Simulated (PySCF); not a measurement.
# TiBr4: electronic excitations at several levels of theory

How much do the electronic excitations of TiBr4 (`[Br][Ti]([Br])([Br])[Br]`) depend on the level of theory, and what does each level cost?

The runs use PySCF 2.14.0, with density-fitted response routines of our own; the level of theory stands in each step. All values are computed, except where a source is named. Atoms are numbered from 0 throughout.

**1. The molecule as given**

5 atoms, charge 0, multiplicity 1; geometry from: GFN2-xTB.

Bonds of the start (Å): Br0–Ti1 2.34, Ti1–Br2 2.34, Ti1–Br3 2.34, Ti1–Br4 2.34.

**2. Optimising the geometry at PBE0-D3(BJ)/def2-TZVP**

The job: settings as JSON, then the geometry in Å.

```
{"job": {"xc": "PBE0", "basis": "def2-TZVP", "d3": "d3bj", "grid": 2, "kind": "geom"}, "charge": 0, "multiplicity": 1}
Br     2.090850    -0.972910     0.411350
Ti    -0.000140     0.000390     0.000280
Br    -1.373950    -1.540420    -1.107590
Br    -0.990910     0.609720     2.033160
Br     0.273900     1.904030    -1.336800
```

Log:

```text
step   0  E = -11144.97517213  max force = 0.007666
step   1  E = -11144.97605632  max force = 0.001844
step   2  E = -11144.97609789  max force = 0.000102
step   3  E = -11144.97609773  max force = 0.000075
optimisation converged
```

Wall time 3.9 min (4 threads of AMD EPYC (Zen 3), shared host).

The steps of the relaxation:

| step | energy from step 0 (eV) | largest force component (eV/Å) |
| --- | --- | --- |
| 0 | 0.0000 | 0.3942 |
| 1 | -0.0241 | 0.0948 |
| 2 | -0.0252 | 0.0052 |
| 3 | -0.0252 | 0.0039 |

Distances of close pairs at the start and the end, largest changes first:

| bond | before (Å) | after (Å) | change (Å) |
| --- | --- | --- | --- |
| Ti1–Br2 | 2.343 | 2.315 | -0.028 |
| Br0–Ti1 | 2.343 | 2.315 | -0.028 |
| Ti1–Br4 | 2.342 | 2.315 | -0.027 |
| Ti1–Br3 | 2.342 | 2.315 | -0.027 |

The end geometry stands in the next job.

| at the end point | value |
| --- | --- |
| point group (found at 0.08 Å tolerance) | Td |
| rotational constants (GHz, main isotopes) | 0.448, 0.448, 0.448 |
| dipole moment (D) | 0.00 |

**3. Excited states and response: CAM-B3LYP/def2-TZVPD**

The job: settings as JSON, then the geometry in Å.

```
{"job": {"kind": "uv", "xc": "CAM-B3LYP", "basis": "def2-TZVPD", "nstates": 12, "ntriplets": 4}, "charge": 0, "multiplicity": 1}
Br     2.066978    -0.961897     0.399034
Ti     0.000094     0.000833     0.000550
Br    -1.358098    -1.522929    -1.090802
Br    -0.975895     0.601379     2.012050
Br     0.266671     1.883424    -1.320432
```

With the program's defaults for keys left out, this is: TDDFT CAM-B3LYP/def2-TZVPD, vertical, gas phase, core orbitals frozen in the response.

Log:

```text
coarse grid: 36784 points
cycle   1  E = -11146.6380866470  dE = -3.633e+00  |g| = 1.006e+00  |ddm| = 2.614e+00
cycle   2  E = -11137.0290552947  dE =  9.609e+00  |g| = 8.443e+00  |ddm| = 3.694e+00
cycle   3  E = -11146.5698251557  dE = -9.541e+00  |g| = 1.321e+00  |ddm| = 2.523e+00
cycle   4  E = -11146.8741212953  dE = -3.043e-01  |g| = 1.854e-01  |ddm| = 6.607e-01
cycle   5  E = -11146.8789211088  dE = -4.800e-03  |g| = 7.437e-02  |ddm| = 8.884e-02
cycle   6  E = -11146.8801688179  dE = -1.248e-03  |g| = 1.932e-02  |ddm| = 7.313e-02
cycle   7  E = -11146.8802467379  dE = -7.792e-05  |g| = 1.971e-03  |ddm| = 1.189e-02
cycle   8  E = -11146.8802503644  dE = -3.627e-06  |g| = 8.191e-04  |ddm| = 5.188e-03
final grid: 65552 points
cycle   9  E = -11146.8803626398  dE = -7.932e-08  |g| = 1.787e-03  |ddm| = 3.375e-03
cycle  10  E = -11146.8803568796  dE =  5.760e-06  |g| = 5.580e-03  |ddm| = 4.662e-03
cycle  11  E = -11146.8803633820  dE = -6.502e-06  |g| = 1.916e-04  |ddm| = 3.651e-03
cycle  12  E = -11146.8803633982  dE = -1.611e-08  |g| = 7.569e-05  |ddm| = 1.955e-04
cycle  13  E = -11146.8803634086  dE = -1.045e-08  |g| = 1.238e-05  |ddm| = 3.201e-04
cycle  14  E = -11146.8803634087  dE = -8.367e-11  |g| = 5.549e-06  |ddm| = 2.618e-05
converged SCF energy = -11146.8803634087

Static polarisability (au): isotropic 127.685, principal 127.599 127.699 127.756

Singlet excitations
state   eV       nm        f      main configurations
  1   3.7359    331.9   0.00000   H->L 0.78
  2   3.7365    331.8   0.00000   H-1->L 0.42, H-1->L+1 0.24, H-2->L 0.17
  3   3.7373    331.7   0.00000   H-2->L+1 0.76, H-1->L+1 0.19
  4   3.9514    313.8   0.02174   H->L+1 0.57, H-1->L+1 0.16, H->L 0.12
  5   3.9516    313.8   0.02174   H-2->L 0.58, H-1->L+1 0.18, H->L+1 0.10
  6   3.9517    313.7   0.02181   H-1->L 0.45, H-2->L 0.16, H-1->L+1 0.11
  7   4.2662    290.6   0.00000   H-2->L+2 0.20, H->L+4 0.16, H->L+3 0.12
  8   4.2930    288.8   0.00000   H-2->L+3 0.29, H->L+2 0.27, H-3->L+1 0.11
  9   4.2938    288.8   0.00000   H-1->L+4 0.31, H-1->L+2 0.15, H->L+3 0.14
 10   4.2943    288.7   0.00000   H-2->L+4 0.34, H->L+3 0.26, H-4->L 0.10
 11   4.3213    286.9   0.00000   H-2->L+2 0.46, H-1->L+3 0.19, H-1->L+2 0.12
 12   4.3226    286.8   0.00000   H->L+4 0.55, H-1->L+3 0.23, H-2->L+3 0.09

Triplet excitations (Tamm-Dancoff, eV): 3.5543 3.5552 3.5555 3.6512
```

Run time: 3.5 min. Hardware: 4 threads of AMD EPYC (Zen 3), shared host.

Frontier orbitals and where they lie:

| orbital | eV | atoms |
| --- | --- | --- |
| HOMO−3 | -11.15 | Br4 31 %, Br3 30 %, Br0 17 % |
| HOMO−2 | -10.03 | Br0 37 %, Br3 34 %, Br4 21 % |
| HOMO−1 | -10.03 | Br4 37 %, Br2 32 %, Br3 27 % |
| HOMO | -10.03 | Br0 35 %, Br2 34 %, Br4 17 % |
| LUMO | -2.76 | Ti1 77 %, Br2 6 %, Br4 6 % |
| LUMO+1 | -2.76 | Ti1 77 %, Br2 6 %, Br0 6 % |
| LUMO+2 | -2.25 | Ti1 66 %, Br0 9 %, Br3 9 % |

With each of the 12 states as a Gaussian band of 0.4 eV half-width at 1/e, the curve within the window shown has maxima at 314 nm (ε 2,600) L/(mol cm). Beyond the last state computed it falls off for lack of states. The curve at chosen wavelengths:

| nm | ε (L/mol/cm) |
| --- | --- |
| 268 | 158 |
| 273 | 308 |
| 278 | 537 |
| 283 | 849 |
| 288 | 1228 |
| 293 | 1637 |
| 298 | 2028 |
| 304 | 2401 |
| 309 | 2588 |
| 314 | 2643 |
| 319 | 2569 |
| 324 | 2389 |
| 329 | 2132 |
| 334 | 1834 |
| 339 | 1526 |
| 344 | 1232 |
| 349 | 967 |
| 354 | 740 |
| 359 | 554 |
| 365 | 381 |
| 370 | 273 |
| 375 | 193 |
| 380 | 134 |
| 385 | 92 |
| 390 | 62 |
| 395 | 42 |

Further results of this job:

| property | computed |
| --- | --- |
| dipole moment (D) | 0.00 |
| polarisability (Å³) | 18.92 |
| HOMO–LUMO gap (eV) | 7.26 |
| −ε(HOMO) (eV) | 10.03 |

**4. TDDFT and polarisability: PBE0/def2-TZVPD**

The job: settings as JSON, then the geometry in Å.

```
{"job": {"kind": "uv", "xc": "PBE0", "basis": "def2-TZVPD", "nstates": 12, "ntriplets": 4}, "charge": 0, "multiplicity": 1}
Br     2.066978    -0.961897     0.399034
Ti     0.000094     0.000833     0.000550
Br    -1.358098    -1.522929    -1.090802
Br    -0.975895     0.601379     2.012050
Br     0.266671     1.883424    -1.320432
```

Method: TDDFT PBE0/def2-TZVPD, vertical, gas phase, core orbitals frozen in the response.

Log:

```text
coarse grid: 36784 points
cycle   1  E = -11144.8388020223  dE = -3.685e+00  |g| = 8.244e-01  |ddm| = 2.735e+00
cycle   2  E = -11136.8351087622  dE =  8.004e+00  |g| = 7.595e+00  |ddm| = 3.097e+00
cycle   3  E = -11144.8240014440  dE = -7.989e+00  |g| = 8.943e-01  |ddm| = 2.335e+00
cycle   4  E = -11144.9668086534  dE = -1.428e-01  |g| = 5.812e-02  |ddm| = 4.865e-01
cycle   5  E = -11144.9661780496  dE =  6.306e-04  |g| = 7.607e-02  |ddm| = 7.902e-02
cycle   6  E = -11144.9675053348  dE = -1.327e-03  |g| = 1.168e-02  |ddm| = 5.610e-02
cycle   7  E = -11144.9675307353  dE = -2.540e-05  |g| = 1.530e-03  |ddm| = 6.113e-03
cycle   8  E = -11144.9675314373  dE = -7.020e-07  |g| = 2.401e-04  |ddm| = 1.406e-03
final grid: 65552 points
cycle   9  E = -11144.9675885927  dE = -6.722e-08  |g| = 9.472e-04  |ddm| = 3.446e-03
cycle  10  E = -11144.9675847959  dE =  3.797e-06  |g| = 4.276e-03  |ddm| = 3.235e-03
cycle  11  E = -11144.9675887897  dE = -3.994e-06  |g| = 1.041e-04  |ddm| = 2.645e-03
cycle  12  E = -11144.9675887920  dE = -2.288e-09  |g| = 2.504e-05  |ddm| = 1.112e-04
cycle  13  E = -11144.9675887922  dE = -1.382e-10  |g| = 7.599e-06  |ddm| = 2.680e-05
converged SCF energy = -11144.9675887922

Static polarisability (au): isotropic 128.170, principal 128.085 128.183 128.243

Singlet excitations
state   eV       nm        f      main configurations
  1   3.6176    342.7   0.00000   H->L 0.84, H-1->L 0.08
  2   3.6182    342.7   0.00000   H-1->L+1 0.40, H-1->L 0.32, H-2->L 0.14
  3   3.6190    342.6   0.00000   H-2->L+1 0.80, H-1->L+1 0.10
  4   3.8094    325.5   0.01902   H->L+1 0.56, H-1->L+1 0.22
  5   3.8096    325.5   0.01904   H-2->L 0.25, H->L+1 0.20, H-1->L+1 0.19
  6   3.8098    325.4   0.01907   H-2->L 0.49, H-1->L 0.30
  7   4.2029    295.0   0.00000   H-2->L+2 0.22, H->L+4 0.17, H->L+3 0.14
  8   4.2348    292.8   0.00000   H-2->L+3 0.34, H->L+2 0.30, H-1->L+2 0.11
  9   4.2356    292.7   0.00000   H-1->L+4 0.29, H-1->L+2 0.22, H->L+3 0.12
 10   4.2362    292.7   0.00000   H-2->L+4 0.35, H->L+3 0.33, H-1->L+4 0.12
 11   4.2588    291.1   0.00000   H-2->L+2 0.49, H-1->L+3 0.20, H-1->L+2 0.10
 12   4.2601    291.0   0.00000   H->L+4 0.57, H-1->L+3 0.25, H-2->L+3 0.09

Triplet excitations (Tamm-Dancoff, eV): 3.4339 3.4345 3.4349 3.5300
```

It took 2.7 min on 4 threads of AMD EPYC (Zen 3), shared host.

In short: HOMO -8.78 eV, LUMO -3.76 eV; lowest singlet 3.62 eV.

**5. Ultraviolet spectrum: PBE/def2-TZVPD**

The job: settings as JSON, then the geometry in Å.

```
{"job": {"kind": "uv", "xc": "PBE", "basis": "def2-TZVPD", "nstates": 12, "ntriplets": 4}, "charge": 0, "multiplicity": 1}
Br     2.066978    -0.961897     0.399034
Ti     0.000094     0.000833     0.000550
Br    -1.358098    -1.522929    -1.090802
Br    -0.975895     0.601379     2.012050
Br     0.266671     1.883424    -1.320432
```

Method: TDDFT PBE/def2-TZVPD, vertical, gas phase, core orbitals frozen in the response.

Log:

```text
coarse grid: 36784 points
cycle   1  E = -11144.5736187292  dE = -3.752e+00  |g| = 7.554e-01  |ddm| = 2.939e+00
cycle   2  E = -11144.5710551370  dE =  2.564e-03  |g| = 6.416e-01  |ddm| = 7.024e-01
cycle   3  E = -11144.5265984903  dE =  4.446e-02  |g| = 6.162e-01  |ddm| = 5.862e-01
cycle   4  E = -11144.6067562973  dE = -8.016e-02  |g| = 2.021e-01  |ddm| = 4.868e-01
cycle   5  E = -11144.6150861068  dE = -8.330e-03  |g| = 6.680e-02  |ddm| = 8.330e-02
cycle   6  E = -11144.6159366942  dE = -8.506e-04  |g| = 1.759e-02  |ddm| = 2.664e-02
cycle   7  E = -11144.6160021013  dE = -6.541e-05  |g| = 4.052e-03  |ddm| = 9.041e-03
cycle   8  E = -11144.6160053127  dE = -3.211e-06  |g| = 1.003e-03  |ddm| = 2.657e-03
final grid: 65552 points
cycle   9  E = -11144.6160923882  dE =  2.752e-06  |g| = 3.647e-03  |ddm| = 5.359e-03
cycle  10  E = -11144.6159909388  dE =  1.014e-04  |g| = 2.181e-02  |ddm| = 1.567e-02
cycle  11  E = -11144.6160910912  dE = -1.002e-04  |g| = 4.143e-03  |ddm| = 1.334e-02
cycle  12  E = -11144.6160958380  dE = -4.747e-06  |g| = 4.395e-05  |ddm| = 3.660e-03
cycle  13  E = -11144.6160958382  dE = -1.764e-10  |g| = 2.107e-05  |ddm| = 4.094e-05
converged SCF energy = -11144.6160958382

Static polarisability (au): isotropic 133.666, principal 133.575 133.682 133.742

Singlet excitations
state   eV       nm        f      main configurations
  1   3.0841    402.0   0.00000   H->L 0.84
  2   3.0847    401.9   0.00000   H-1->L 0.40, H-1->L+1 0.35, H-2->L 0.13
  3   3.0855    401.8   0.00000   H-2->L+1 0.83, H-1->L+1 0.10
  4   3.2561    380.8   0.01585   H->L+1 0.45, H-1->L+1 0.26, H->L 0.12
  5   3.2564    380.7   0.01587   H-2->L 0.37, H->L+1 0.25, H-1->L+1 0.17
  6   3.2567    380.7   0.01590   H-2->L 0.39, H-1->L 0.35
  7   3.7657    329.2   0.00000   H-2->L+2 0.24, H->L+4 0.18, H->L+3 0.15
  8   3.8037    326.0   0.00000   H-2->L+3 0.39, H->L+2 0.28, H-1->L+2 0.17
  9   3.8047    325.9   0.00000   H-1->L+4 0.28, H-1->L+2 0.22, H->L+2 0.18
 10   3.8053    325.8   0.00000   H->L+3 0.38, H-2->L+4 0.33, H-1->L+4 0.17
 11   3.8505    322.0   0.00000   H-2->L+2 0.52, H-1->L+3 0.22, H-1->L+2 0.08
 12   3.8519    321.9   0.00000   H->L+4 0.58, H-1->L+3 0.27

Triplet excitations (Tamm-Dancoff, eV): 2.9457 2.9460 2.9464 3.0124
```

Run time: 75 s. Hardware: 4 threads of AMD EPYC (Zen 3), shared host.

Key values: HOMO -7.57 eV, LUMO -4.51 eV; lowest singlet 3.08 eV.

**6. Excited states and response: B3LYP/def2-TZVPD**

The job: settings as JSON, then the geometry in Å.

```
{"job": {"kind": "uv", "xc": "B3LYP", "basis": "def2-TZVPD", "nstates": 12, "ntriplets": 4}, "charge": 0, "multiplicity": 1}
Br     2.066978    -0.961897     0.399034
Ti     0.000094     0.000833     0.000550
Br    -1.358098    -1.522929    -1.090802
Br    -0.975895     0.601379     2.012050
Br     0.266671     1.883424    -1.320432
```

Method: TDDFT B3LYP/def2-TZVPD, vertical, gas phase, core orbitals frozen in the response.

Log:

```text
coarse grid: 36784 points
cycle   1  E = -11146.3738258453  dE = -3.694e+00  |g| = 8.199e-01  |ddm| = 2.729e+00
cycle   2  E = -11138.4673497160  dE =  7.906e+00  |g| = 7.541e+00  |ddm| = 2.969e+00
cycle   3  E = -11146.3695580802  dE = -7.902e+00  |g| = 8.246e-01  |ddm| = 2.300e+00
cycle   4  E = -11146.4870379903  dE = -1.175e-01  |g| = 5.439e-02  |ddm| = 4.386e-01
cycle   5  E = -11146.4864544984  dE =  5.835e-04  |g| = 7.460e-02  |ddm| = 7.980e-02
cycle   6  E = -11146.4877207394  dE = -1.266e-03  |g| = 1.155e-02  |ddm| = 5.190e-02
cycle   7  E = -11146.4877456419  dE = -2.490e-05  |g| = 9.978e-04  |ddm| = 6.345e-03
cycle   8  E = -11146.4877459145  dE = -2.726e-07  |g| = 3.059e-04  |ddm| = 8.930e-04
final grid: 65552 points
cycle   9  E = -11146.4878623925  dE =  4.941e-08  |g| = 1.334e-03  |ddm| = 4.147e-03
cycle  10  E = -11146.4878530325  dE =  9.360e-06  |g| = 6.706e-03  |ddm| = 4.790e-03
cycle  11  E = -11146.4878627757  dE = -9.743e-06  |g| = 1.266e-04  |ddm| = 3.982e-03
cycle  12  E = -11146.4878627791  dE = -3.372e-09  |g| = 2.455e-05  |ddm| = 1.323e-04
cycle  13  E = -11146.4878627792  dE = -1.564e-10  |g| = 9.539e-06  |ddm| = 3.238e-05
converged SCF energy = -11146.4878627792

Static polarisability (au): isotropic 130.259, principal 130.169 130.276 130.331

Singlet excitations
state   eV       nm        f      main configurations
  1   3.4541    358.9   0.00000   H->L 0.79, H->L+1 0.09
  2   3.4547    358.9   0.00000   H-1->L 0.45, H-1->L+1 0.26, H-2->L 0.17
  3   3.4556    358.8   0.00000   H-2->L+1 0.79, H-1->L+1 0.18
  4   3.6393    340.7   0.01766   H->L+1 0.43, H-1->L+1 0.24, H->L 0.15
  5   3.6396    340.7   0.01767   H-2->L 0.61, H->L+1 0.17, H-1->L+1 0.11
  6   3.6398    340.6   0.01773   H-1->L 0.44, H->L+1 0.14, H-2->L 0.13
  7   4.0456    306.5   0.00000   H-2->L+2 0.22, H->L+4 0.18, H->L+3 0.14
  8   4.0812    303.8   0.00000   H-2->L+3 0.35, H->L+2 0.28, H-1->L+2 0.16
  9   4.0820    303.7   0.00000   H-1->L+4 0.33, H-1->L+2 0.18, H->L+2 0.17
 10   4.0825    303.7   0.00000   H-2->L+4 0.36, H->L+3 0.35, H-1->L+4 0.11
 11   4.1018    302.3   0.00000   H-2->L+2 0.48, H-1->L+3 0.21, H-1->L+2 0.12
 12   4.1031    302.2   0.00000   H->L+4 0.58, H-1->L+3 0.24, H-2->L+3 0.10

Triplet excitations (Tamm-Dancoff, eV): 3.2998 3.3005 3.3007 3.3779
```

Run time: 2.3 min. Hardware: 4 threads of AMD EPYC (Zen 3), shared host.

Key values: HOMO -8.51 eV, LUMO -3.94 eV; lowest singlet 3.45 eV.

**7. Comparing the runs: electronic excitations**

Excitations and ground-state properties, with basis size and wall time:

| run | lowest singlet (eV) | brightest (eV) | f | gap (eV) | α (Å³) | μ (D) | functions | time |
| --- | --- | --- | --- | --- | --- | --- | --- | --- |
| CAM-B3LYP/def2-TZVPD | 3.74 | 3.95 | 0.022 | 7.26 | 18.92 | 0.00 | 276 | 3.5 min |
| PBE0/def2-TZVPD | 3.62 | 3.81 | 0.019 | 5.03 | 18.99 | 0.00 | 276 | 2.7 min |
| PBE/def2-TZVPD | 3.08 | 3.26 | 0.016 | 3.05 | 19.81 | 0.00 | 276 | 75 s |
| B3LYP/def2-TZVPD | 3.45 | 3.64 | 0.018 | 4.57 | 19.30 | 0.00 | 276 | 2.3 min |

**8. Results**

```
                                quantity                        value
                             point group                           Td
    rotational constants (main isotopes)         0.45, 0.45, 0.45 GHz
   lowest singlet (CAM-B3LYP/def2-TZVPD)  3.74 eV (332 nm), f = 0.000
brightest single state of those computed  state 6, 3.95 eV, f = 0.022
                          lowest triplet                      3.55 eV
             range of the lowest singlet              3.08 to 3.74 eV
```

Single values in the summary come from the first run of each kind that ended normally (CAM-B3LYP/def2-TZVPD), which need not be the best level. The optimisation took 3 steps and gained 0.025 eV; among the close pairs (by a distance rule), Ti1–Br2 changed most, from 2.343 to 2.315 Å. No frequency check was run at this level, so the end point may be a saddle. The lowest singlet, at 3.74 eV, is HOMO→LUMO 0.78 and is dark; of the 12 states computed, the strongest absorption comes from states 4 to 6 together at 3.95 eV. The lowest triplet lies 0.18 eV below the lowest singlet (triplets in Tamm-Dancoff, singlets in full TDDFT). The lowest singlet runs from 3.08 eV (PBE/def2-TZVPD) to 3.74 eV (CAM-B3LYP/def2-TZVPD), while the orbital gap spans 3.05 to 7.26 eV: the excitation energy moves far less from run to run than the orbital gap does. The lowest state need not be the same one in every run.
